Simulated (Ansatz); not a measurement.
# CFI2: the cost of one run

Program: Ansatz 0.2.0, Gaussian basis. Level of theory: the settings change from run to run. These are calculated values, not measurements.

**1. The geometry**

The structure was relaxed beforehand with PBE0-D4 in a triple-zeta def2 set. I takes a core potential in def2 sets; no spin-orbit term is included.

SMILES `F[C](I)I`, 4 atoms, charge 0, spin multiplicity 2.

Atoms are counted from 1 here; the program's logs count them from 0.

Bond lengths: F1–C2 1.320 Å, C2–I3 2.084 Å, C2–I4 2.084 Å. Angles: F1–C2–I3 113.7°, F1–C2–I4 113.7°, I3–C2–I4 119.8°.

**2. revPBE0/x2c-TZVPPall**

The input, in.yaml:

```yaml
crystal:
  periodic: [false, false, false]
  atoms:
    - {symbol: F, position_ang: [1.420372, -0.169762, 0.280323]}
    - {symbol: C, position_ang: [0.161463, 0.213855, 0.172733]}
    - {symbol: I, position_ang: [-1.168199, -0.959307, 1.267707]}
    - {symbol: I, position_ang: [-0.358237, 0.854915, -1.740962]}
basis:
  gaussian: {orbitals: x2c-TZVPPall}
magnetization: {spin_polarized: true, initial_magnetization: 1}
hamiltonian: {xc: {name: revPBE0}}
output: {forces: true}
```

On the command line:

```console
$ ansatz run in.yaml --threads 4 --pin off --events-out ev --progress --plain --max-ram 10444MiB
```

**Question.** How long does this run take on 4 threads of Arm Neoverse V1, shared host, and how much memory does it need?

About 10 s, with a peak of 0.92 GiB.
